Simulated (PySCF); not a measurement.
**[OsO3Cl]+: other functionals and bases at one geometry**

An exercise on one series of results from a longer session: the logs are not shown, and one member is left open.

The runs use PySCF 2.14.0; several levels, as the steps say, no spin–orbit coupling.

4 further runs of the same task are left out: 2 for a known fault of the program, 1 that didn't finish, 1 set aside as unsound or not needed. Runs told in other sessions of the task aren't counted.

## The starting structure

5 atoms, charge 1, spin multiplicity 1.

Bond lengths: Os1–O2 1.697 Å, Os1–O3 1.697 Å, Os1–O4 1.697 Å, Os1–Cl5 2.200 Å. Angles: O2–Os1–O3 108.8°, O2–Os1–O4 108.8°, O2–Os1–Cl5 110.1°, O3–Os1–O4 108.8°, O3–Os1–Cl5 110.1°, O4–Os1–Cl5 110.1°.

Coordinates:

```xyz
5

Os    0.0804   -0.0804    0.0804
O     1.0677    0.8836    1.0677
O    -0.8836   -1.0677    1.0677
O     1.0677   -1.0677   -0.8836
Cl   -1.1898    1.1898   -1.1898
```

Formal oxidation states: Os +8. An earlier session relaxed this geometry at TPSS, Os def2-SVP with ECP60, O def2-SVP, Cl def2-SVP (singlet, point group C3v).

At TPSS on the finer grid: E = -776.006447 Eh, HOMO -15.60 eV, LUMO -12.09 eV, Mulliken charge on Os1 +1.31 e, largest force component 0.015 eV/Å. 

Levels to run: PBE0; wB97X; PBE; CAM-B3LYP; TPSS, TZVP; TPSS, x2c-SVP. Hardware: 2 threads of Arm Neoverse N1, shared host.

Set-up of the first run:

run.py (the lines that set the calculation) reads:

```python
mol = gto.M(atom='''
Os     0.08042    -0.08042     0.08042
O      1.06773     0.88362     1.06773
O     -0.88362    -1.06773     1.06773
O      1.06773    -1.06773    -0.88362
Cl    -1.18978     1.18978    -1.18978''',
    basis={'Os': 'def2-SVP', 'O': 'def2-SVP', 'Cl': 'def2-SVP'},
    ecp={'Os': 'def2-SVP'},
    charge=1, spin=0)
mf = dft.RKS(mol, xc='PBE0')
mf.grids.atom_grid = (75, 302)
mf = mf.density_fit()  # fitting sets: Os def2-universal-JKFIT, O def2-universal-JKFIT, Cl def2-universal-JKFIT
mf.conv_tol = 1e-08; mf.max_cycle = 55
mf.kernel(dm0)  # dm0: the density of the relaxed state
```

On the command line:

```bash
$ OMP_NUM_THREADS=2 python run.py
```

Among the steps run: PBE0; wB97X; PBE; CAM-B3LYP; TPSS, TZVP; TPSS, x2c-SVP.

One table of the session follows, with a row left open; its other results are not shown here.

```
              level  HOMO (eV)  gap (eV)  charge on Os1 (e)  dipole (D)  largest force component (eV/Å)
TPSS (relaxed here)     -15.60      3.51               1.31        1.95                            0.02
               PBE0     -16.92      5.26               1.35        2.03                            1.06
              wB97X          ?         ?                  ?           ?                               ?
                PBE     -15.44      3.41               1.20        2.04                            0.06
          CAM-B3LYP     -18.14      7.55               1.33        1.99                            1.19
         TPSS, TZVP     -15.39      3.51               1.49        2.14                            0.34
      TPSS, x2c-SVP     -15.67      3.34               1.13        2.04                            0.46
```

**Question.** Estimate the row for wB97X.

As computed: HOMO (eV): -19.16; gap (eV): 9.49; charge on Os1 (e): 1.37; dipole (D): 1.75; largest force component (eV/Å): 1.49. In the column «HOMO (eV)» it is the lowest.

The dipole of a charged species depends on the origin, so these sizes hold for this origin alone.

In one basis the HOMO–LUMO gap runs from 3.41 eV (PBE) to 9.49 eV (wB97X). The largest leftover force, 1.49 eV/Å with wB97X, stands at a geometry relaxed at another level. Total energies of different levels can't be compared.
